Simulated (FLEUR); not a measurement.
# Na in FLEUR: density of states with PBEsol

Aim: the density of states of Na with PBEsol.

All numbers are computed with FLEUR MaX-R8.1 (later development tree); they aren't measurements. Logs are shortened: lines on timing, memory, paths and dates and some standing lists are left out, and cuts for length are marked.

**1. The structure**

The cell holds a slab with vacuum, 3 atoms: a = 3.767 Å, b = 3.767 Å, c = 21.154 Å, α = 90.00°, β = 90.00°, γ = 120.00°.

**2. Density of states, PBEsol**

Contents of inp.xml:

```xml
<?xml version="1.0" encoding="UTF-8" standalone="no"?>
<fleurInput fleurInputVersion="0.39">
   <comment>
      Na                                                                                                  
   </comment>
   <calculationSetup>
      <cutoffs Kmax="4.1" Gmax="12.7" GmaxXC="12.7" numbands="0"/>
      <scfLoop itmax="90" minDistance="0.0001" maxIterBroyd="40" imix="Anderson" alpha="0.05" precondParam="0.8" spinf="2.0" sdNocoIR="T"/>
      <coreElectrons ctail="T" frcor="F" kcrel="0" coretail_lmax="0"/>
      <xcFunctional name="PBEs" relativisticCorrections="F"/>
      <magnetism jspins="1"/>
      <soc l_soc="F" theta="0.0" phi="0.0" spav="F"/>
      <expertModes spex="0" secvar="F"/>
      <geometryOptimization l_f="F" forcealpha="1.0" forcemix="BFGS" epsdisp="0.00001" epsforce="0.00001"/>
      <ldaU l_linMix="F" mixParam="0.05" spinf="1.0"/>
   </calculationSetup>
   <cell>
      <bzIntegration valenceElectrons="27.0" mode="hist" fermiSmearingEnergy="0.00183747">
         <kPointListSelection listName="default-1"/>
         <!-- k-points included here -->
         <xi:include xmlns:xi="http://www.w3.org/2001/XInclude" href="kpts.xml"> </xi:include>
      </bzIntegration>
      <!-- symmetry operations included here -->
      <xi:include xmlns:xi="http://www.w3.org/2001/XInclude" href="sym.xml"> </xi:include>
      <filmLattice scale="1.0" dVac="17.75" dTilda="20.25">
         <bravaisMatrixFilm>
            <row-1>    7.1186001965589814     0.0000000000000000</row-1>
            <row-2>   -3.5593000982794907     6.1648886095994522</row-2>
         </bravaisMatrixFilm>
         <vacuumEnergyParameters vacuum="1" spinUp="-.25" spinDown="-.25"/>
      </filmLattice>
   </cell>
   <atomSpecies>
      <species name="Sodium (Na)" element="Na" atomicNumber="11">
         <mtSphere radius="2.66" gridPoints="879" logIncrement="0.013"/>
         <atomicCutoffs lmax="11" lnonsphr="8"/>
         <electronConfig flipSpins="F">
            <coreConfig>(1s1/2)</coreConfig>
            <valenceConfig>(2s1/2) (2p1/2) (2p3/2) (3s1/2)</valenceConfig>
            <stateOccupation state="(3s1/2)" spinUp="0.500000" spinDown="0.500000"/>
         </electronConfig>
         <energyParameters s="3" p="2" d="3" f="4"/>
         <lo type="SCLO" l="0" n="2" eDeriv="0"/>
         <lo type="HELO" l="1" n="3" eDeriv="0"/>
         <lo type="HELO" l="1" n="3" eDeriv="1"/>
         <lo type="SCLO" l="2" n="3" eDeriv="2"/>
         <lo type="SCLO" l="3" n="4" eDeriv="2"/>
      </species>
   </atomSpecies>
   <atomGroups>
      <atomGroup species="Sodium (Na)">
         <filmPos label="                   1">1.000/3.000 -1.000/3.000 -5.8146872655</filmPos>
         <filmPos label="                   3">1.000/3.000 -1.000/3.000 5.8146873055</filmPos>
         <force calculate="T" relaxXYZ="TTT"/>
      </atomGroup>
      <atomGroup species="Sodium (Na)">
         <filmPos label="                   2">-1.000/3.000 1.000/3.000 .0000000200</filmPos>
         <force calculate="T" relaxXYZ="TTT"/>
      </atomGroup>
   </atomGroups>
   <output dos="F" band="F" slice="F">
      <checks vchk="F" cdinf="F"/>
      <bandDOS minEnergy="-.5*Htr" maxEnergy="0.5*Htr" sigma="0.015" storeEVData="T"/>
      <vacuumDOS vacdos="F" integ="F" star="F" nstars="0" locx1="0.0" locy1="0.0" locx2="0.0" locy2="0.0" nstm="0" tworkf="0.0"/>
      <unfoldingBand unfoldBand="F" supercellX="1" supercellY="1" supercellZ="1"/>
      <plotting iplot="0" polar="F">
         <plot TwoD="T" vec1="  1.0  0.0  0.0" vec2="  0.0  1.0  0.0" vec3="  0.0  0.0  1.0" zero="  0.0  0.0 -0.5" file="plot"/>
      </plotting>
      <chargeDensitySlicing numkpt="0" minEigenval="0.0" maxEigenval="0.0" nnne="0" pallst="F"/>
      <specialOutput eonly="F"/>
      <moessbauerParams electricFieldGradient="T" isomerShift="T" coreHyperfine="T" valenceHyperfine="T"/>
      <magneticCircularDichroism mcd="F" energyLo="-10.0" energyUp="0.0"/>
   </output>
  <!-- We include the file relax.xml here to enable relaxations (see documentation) -->
  <xi:include xmlns:xi="http://www.w3.org/2001/XInclude" href="relax.xml"> <xi:fallback/> </xi:include>
</fleurInput>
```

Contents of crystal.txt:

```
Na
&input film=T /
3.7670009976  0.0000000000  0.0000000000
-1.8835004988  3.2623185600  0.0000000000
0.0000000000  0.0000000000  21.1540000000
1.8897261246
1.0 1.0 1.0

3
11 0.3333333333  0.6666666666  -5.8146872655
11 0.6666666667  0.3333333334  0.0000000200
11 0.3333333333  0.6666666666  5.8146873055

&kpt div1=8 div2=8 div3=1 gamma=T /
```

Contents of inp.xml (dos):

```
<?xml version="1.0" encoding="UTF-8" standalone="no"?>
<fleurInput fleurInputVersion="0.39">
   <comment>
      Na                                                                                                  
   </comment>
   <calculationSetup>
      <cutoffs Kmax="4.1" Gmax="12.7" GmaxXC="12.7" numbands="0"/>
      <scfLoop itmax="90" minDistance="0.0001" maxIterBroyd="40" imix="Anderson" alpha="0.05" precondParam="0.8" spinf="2.0" sdNocoIR="T"/>
      <coreElectrons ctail="T" frcor="F" kcrel="0" coretail_lmax="0"/>
      <xcFunctional name="PBEs" relativisticCorrections="F"/>
      <magnetism jspins="1"/>
      <soc l_soc="F" theta="0.0" phi="0.0" spav="F"/>
      <expertModes spex="0" secvar="F"/>
      <geometryOptimization l_f="F" forcealpha="1.0" forcemix="BFGS" epsdisp="0.00001" epsforce="0.00001"/>
      <ldaU l_linMix="F" mixParam="0.05" spinf="1.0"/>
   </calculationSetup>
   <cell>
      <bzIntegration valenceElectrons="27.0" mode="hist" fermiSmearingEnergy="0.00183747">
         <kPointListSelection listName="default-1"/>
         <!-- k-points included here -->
         <xi:include xmlns:xi="http://www.w3.org/2001/XInclude" href="kpts.xml"> </xi:include>
      </bzIntegration>
      <!-- symmetry operations included here -->
      <xi:include xmlns:xi="http://www.w3.org/2001/XInclude" href="sym.xml"> </xi:include>
      <filmLattice scale="1.0" dVac="17.75" dTilda="20.25">
         <bravaisMatrixFilm>
            <row-1>    7.1186001965589814     0.0000000000000000</row-1>
            <row-2>   -3.5593000982794907     6.1648886095994522</row-2>
         </bravaisMatrixFilm>
         <vacuumEnergyParameters vacuum="1" spinUp="-.25" spinDown="-.25"/>
      </filmLattice>
   </cell>
   <atomSpecies>
      <species name="Sodium (Na)" element="Na" atomicNumber="11">
         <mtSphere radius="2.66" gridPoints="879" logIncrement="0.013"/>
         <atomicCutoffs lmax="11" lnonsphr="8"/>
         <electronConfig flipSpins="F">
            <coreConfig>(1s1/2)</coreConfig>
            <valenceConfig>(2s1/2) (2p1/2) (2p3/2) (3s1/2)</valenceConfig>
            <stateOccupation state="(3s1/2)" spinUp="0.500000" spinDown="0.500000"/>
         </electronConfig>
         <energyParameters s="3" p="2" d="3" f="4"/>
         <lo type="SCLO" l="0" n="2" eDeriv="0"/>
         <lo type="HELO" l="1" n="3" eDeriv="0"/>
         <lo type="HELO" l="1" n="3" eDeriv="1"/>
         <lo type="SCLO" l="2" n="3" eDeriv="2"/>
         <lo type="SCLO" l="3" n="4" eDeriv="2"/>
      </species>
   </atomSpecies>
   <atomGroups>
      <atomGroup species="Sodium (Na)">
         <filmPos label="                   1">1.000/3.000 -1.000/3.000 -5.8146872655</filmPos>
         <filmPos label="                   3">1.000/3.000 -1.000/3.000 5.8146873055</filmPos>
         <force calculate="T" relaxXYZ="TTT"/>
      </atomGroup>
      <atomGroup species="Sodium (Na)">
         <filmPos label="                   2">-1.000/3.000 1.000/3.000 .0000000200</filmPos>
         <force calculate="T" relaxXYZ="TTT"/>
      </atomGroup>
   </atomGroups>
   <output dos="T" band="F" slice="F">
      <checks vchk="F" cdinf="F"/>
      <bandDOS minEnergy="-0.8*Htr" maxEnergy="0.5*Htr" sigma="0.005" storeEVData="T"/>
      <vacuumDOS vacdos="F" integ="F" star="F" nstars="0" locx1="0.0" locy1="0.0" locx2="0.0" locy2="0.0" nstm="0" tworkf="0.0"/>
      <unfoldingBand unfoldBand="F" supercellX="1" supercellY="1" supercellZ="1"/>
      <plotting iplot="0" polar="F">
         <plot TwoD="T" vec1="  1.0  0.0  0.0" vec2="  0.0  1.0  0.0" vec3="  0.0  0.0  1.0" zero="  0.0  0.0 -0.5" file="plot"/>
      </plotting>
      <chargeDensitySlicing numkpt="0" minEigenval="0.0" maxEigenval="0.0" nnne="0" pallst="F"/>
      <specialOutput eonly="F"/>
      <moessbauerParams electricFieldGradient="T" isomerShift="T" coreHyperfine="T" valenceHyperfine="T"/>
      <magneticCircularDichroism mcd="F" energyLo="-10.0" energyUp="0.0"/>
   </output>
  <!-- We include the file relax.xml here to enable relaxations (see documentation) -->
  <xi:include xmlns:xi="http://www.w3.org/2001/XInclude" href="relax.xml"> <xi:fallback/> </xi:include>
</fleurInput>
```

Potentials or basis: all-electron, FLAPW.

The run is started by

```
$ inpgen -f crystal.txt -profile fastHighL
$ # inp.xml edited to the form shown
$ mpirun -n 4 fleur_MPI
$ mpirun -n 4 fleur_MPI   # second run, on inp.xml (dos)
```

Output:

```text
Welcome to FLEUR        (www.flapw.de)
      MaX-Release 8.1          (www.max-centre.eu)

 ========== k-point set info ==========
 Selected k-point list: default-1
 k-point list type: mesh
 8 x 8 x 1
 Number of k points: 10

 ------------Calculation Setup---------------------------
 Number of MPI-tasks      :            4
 Number of PE/node        :            4
 Number of OMP-threads    :            1
 k-points in parallel     :            2
 pe's per k-point         :            2
 No of k-point loops      :            5
 Eigenvalue solver        :    scalapack
 Number of basis functions:         1156
 Approximate size of matrices (H+S) per k-point:         0.040 GB
 --------------------------------------------------------
 Iteration:     1   Distance:       1.02530510 me/bohr^3
 Iteration:     2   Distance:       0.98248127 me/bohr^3
 Iteration:     3   Distance:       0.32428753 me/bohr^3
 Iteration:     4   Distance:       0.30299000 me/bohr^3
 Iteration:     5   Distance:       0.12815022 me/bohr^3
 Iteration:     6   Distance:       0.09435618 me/bohr^3
 Iteration:     7   Distance:       0.03649057 me/bohr^3
 Iteration:     8   Distance:       0.00928153 me/bohr^3
 Iteration:     9   Distance:       0.01142743 me/bohr^3
 Iteration:    10   Distance:       0.00667693 me/bohr^3
 Iteration:    11   Distance:       0.00646473 me/bohr^3
 Iteration:    12   Distance:       0.00519680 me/bohr^3
 Iteration:    13   Distance:       0.00237120 me/bohr^3
 Iteration:    14   Distance:       0.00223336 me/bohr^3
 Iteration:    15   Distance:       0.00061291 me/bohr^3
 Iteration:    16   Distance:       0.00029122 me/bohr^3
 Iteration:    17   Distance:       0.00012610 me/bohr^3
 Iteration:    18   Distance:       0.00005812 me/bohr^3

 ********************************************************************
 Run finished successfully
 Stop message:
   all done
 ********************************************************************
```

It took 84 s on 4 MPI ranks of Intel Xeon 6975P-C (Granite Rapids), shared host.

Results:

| Property | Result |
| --- | --- |
| Free energy | -13228.2421 eV |
| Band gap on the k mesh | none (metal or under the smearing width) |
| Valence electrons inside the program's atomic spheres | Na 8.22, 8.23 (radii Na 2.66 bohr) |
| Work function of the upper face | 2.87 eV |
| Work function of the lower face | 2.87 eV |

States per cell in windows of 1 eV (zero at the Fermi level; states under -8 eV left out):
```csv
from (eV),total,INT,MT:1p,MT:2p,MT:1s,MT:2s,MT:2d
-8.0,0.00,0.00,0.00,0.00,0.00,0.00,0.00
-7.0,0.00,0.00,0.00,0.00,0.00,0.00,0.00
-6.0,0.00,0.00,0.00,0.00,0.00,0.00,0.00
-5.0,0.00,0.00,0.00,0.00,0.00,0.00,0.00
-4.0,0.01,0.01,0.00,0.00,0.00,0.00,0.00
-3.0,0.50,0.37,0.00,0.00,0.03,0.05,0.00
-2.0,1.03,0.77,0.01,0.02,0.08,0.05,0.00
-1.0,1.54,1.18,0.04,0.04,0.09,0.08,0.00
0.0,1.63,1.28,0.06,0.05,0.06,0.05,0.01
1.0,1.92,1.53,0.08,0.09,0.03,0.04,0.01
2.0,2.40,1.90,0.08,0.07,0.07,0.06,0.02
3.0,2.76,2.20,0.10,0.10,0.05,0.06,0.04
4.0,2.33,1.82,0.08,0.06,0.06,0.04,0.03
5.0,2.18,1.76,0.07,0.08,0.02,0.02,0.04
6.0,1.07,0.85,0.04,0.04,0.01,0.01,0.03
7.0,0.38,0.29,0.01,0.01,0.00,0.01,0.02
```

Core levels (eV from the Fermi level):
| atom | levels |
| --- | --- |
| 1 Na | 1s1/2 -1027.2 |
| 2 Na | 1s1/2 -1027.0 |
| 3 Na | 1s1/2 -1027.2 |
